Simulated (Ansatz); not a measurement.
# BaCu3: the cost of one run

Computed with Ansatz 0.2.0 (DFT PBE, scalar-relativistic, plane waves, PAW, unless a step's input says otherwise).

### Step 1. Starting point

It takes space group Fm-3m (No. 225, cubic). The conventional cell has a = 6.707 Å, b = 6.707 Å, c = 6.707 Å, α = 90.00°, β = 90.00°, γ = 90.00°. Around Ba (site symmetry m-3m) lie 8 Cu at 2.90 Å. Around Cu (site symmetry -43m) lie 4 Ba at 2.90 Å and 4 Cu at 2.90 Å. Around Cu (site symmetry m-3m) lie 8 Cu at 2.90 Å.

As a file:

```
CELL_PARAMETERS angstrom
0.00000 3.35373 3.35373
3.35373 0.00000 3.35373
3.35373 3.35373 0.00000
ATOMIC_POSITIONS crystal
Ba 0.00000 0.00000 0.00000
Cu 0.25000 0.25000 0.25000
Cu 0.50000 0.50000 0.50000
Cu 0.75000 0.75000 0.75000
```

The cell is invented: random cell by space group and Wyckoff sites (Fm-3m, No. 225). The dimensions are guesses.

### Step 2. The guess as it stands, on a coarse mesh

Contents of input.yaml:

```yaml
crystal:
  lattice:
    - [0.0, 3.35373013, 3.35373013]
    - [3.35373013, 0.0, 3.35373013]
    - [3.35373013, 3.35373013, 0.0]
  atoms:
    - { symbol: Ba, position: [0.0, 0.0, 0.0] }
    - { symbol: Cu, position: [0.25, 0.25, 0.25] }
    - { symbol: Cu, position: [0.5, 0.5, 0.5] }
    - { symbol: Cu, position: [0.75, 0.75, 0.75] }
basis:
  ecutwfc: 420
kpoints:
  mp_grid: { grid: [4, 4, 4] }
hamiltonian:
  xc: pbe
scf:
  occupations: { method: gaussian, width: 0.1 }
  lower_state_search: "off"
output:
  forces: true
  stress: true
  eigenvalues: true
```

On the command line:

```console
> ansatz run input.yaml --threads 1 --pin off --max-ram 2048MiB --backend cpu --events-out ev --progress --plain --runs-dir out
```

What time and memory should one allow on 1 thread of Intel Xeon Platinum 8488C (Sapphire Rapids), shared host?

About 2.6 s, with a peak of 0.39 GiB.
